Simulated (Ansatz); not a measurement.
Task: a single point in a Gaussian basis of C4HNSe, SMILES C#CC(=[Se])C#N, with Ansatz 0.2.0, Python API. Give the script and its output. Settings: B3LYP, 6-31G* basis, multiplicity 1.

```xyz
7

C    -1.9376    0.2935   -0.1729
C    -0.7864   -0.0243   -0.0090
C     0.5842   -0.4034    0.1865
Se    0.9583   -2.1686    0.9489
C     1.6394    0.5007   -0.1733
N     2.4903    1.2294   -0.4633
H    -2.9483    0.5726   -0.3169
```

The script, `c4hnse_energy.py`:
```python
"""Electronic structure of the C4HNSe molecule."""

import ansatz as az
from ase import Atoms
import numpy as np
import pandas as pd

config = {
    "basis_set": "6-31G*",
    "functional": "B3LYP",
}

atoms = Atoms(["C", "C", "C", "Se", "C", "N", "H"], positions=[
    (-1.9376, 0.2935, -0.1729),
    (-0.7864, -0.0243, -0.009),
    (0.5842, -0.4034, 0.1865),
    (0.9583, -2.1686, 0.9489),
    (1.6394, 0.5007, -0.1733),
    (2.4903, 1.2294, -0.4633),
    (-2.9483, 0.5726, -0.3169),
])
geometry = az.Crystal.molecule_from_ase(atoms)

calc = (
    geometry.calculation()
    .basis(gaussian=config["basis_set"])
    .functional(config["functional"])  # exchange and correlation
    .forces()
)
print(calc.to_yaml())
res = calc.run()
report = res.report

print(f"E = {report['free_energy_ev']:.6f} eV = {report['free_energy_ev'] / 27.211386246:.7f} Ha")
print("converged:", report["converged"], " doubts:", report["published_state_doubts"] or "none")

symbols = [site.symbol for site in geometry.cartesian_sites]
print("forces (eV/A)")
for symbol, f in zip(symbols, report["forces_ev_ang"]):
    print(f"  {symbol:2s} {f[0]:9.4f} {f[1]:9.4f} {f[2]:9.4f}")

charges = report["charge_distribution"]
table = pd.DataFrame({"atom": symbols, "mulliken": charges["mulliken_charges_e"], "lowdin": charges["lowdin_charges_e"]})
print(table.round(3).to_string())
print("dipole (e A):", np.round(charges["dipole_moment_e_ang"], 4) + 0.0)
```

```console
$ python c4hnse_energy.py
crystal:
  periodic: [false, false, false]
  atoms:
    - { symbol: C, position_ang: [-1.9376, 0.2935, -0.1729] }
    - { symbol: C, position_ang: [-0.7864, -0.0243, -0.009] }
    - { symbol: C, position_ang: [0.5842, -0.4034, 0.1865] }
    - { symbol: Se, position_ang: [0.9583, -2.1686, 0.9489] }
    - { symbol: C, position_ang: [1.6394, 0.5007, -0.1733] }
    - { symbol: "N", position_ang: [2.4903, 1.2294, -0.4633] }
    - { symbol: H, position_ang: [-2.9483, 0.5726, -0.3169] }
basis:
  gaussian:
    orbitals: "6-31G*"
hamiltonian:
  xc: b3lyp
output:
  forces: true

E = -70992.746274 eV = -2608.9353050 Ha
converged: True  doubts: none
forces (eV/A)
  C    -0.4873    0.1673   -0.0835
  C     2.3128   -0.3881    0.2226
  C    -0.5522   -2.1578    0.9071
  Se   -0.3638    2.8027   -1.2048
  C    -1.3356   -1.1828    0.4718
  N     0.7949    0.6766   -0.2691
  H    -0.3688    0.0822   -0.0441
  atom  mulliken  lowdin
0    C    -0.429  -0.065
1    C     0.427  -0.054
2    C    -0.194  -0.055
3   Se     0.001   0.055
4    C     0.400  -0.137
5    N    -0.435   0.080
6    H     0.230   0.176
dipole (e A): [-0.7489 -0.0599  0.0071]
```

Reading the output:
- Total energies depend on the basis set; only differences at equal settings carry meaning.
- The geometry is a force-field or estimated start, not a minimum of this method, and the basis set is short of its limit.
- The Löwdin charges here are taken after orthogonalising the functions within each atom; they differ from plain Löwdin charges, and their signs can be unphysical.
- b3lyp holds the VWN-RPA fit, as in Gaussian; the form of ORCA and Turbomole is b3lyp5.
- Timing: 3.6 s on 1 thread of Intel(R) Xeon(R) 6975P-C (Granite Rapids) (shared host), peak memory 0.35 GiB.

(Lines on the test bed's own set-up are left out of the output.)
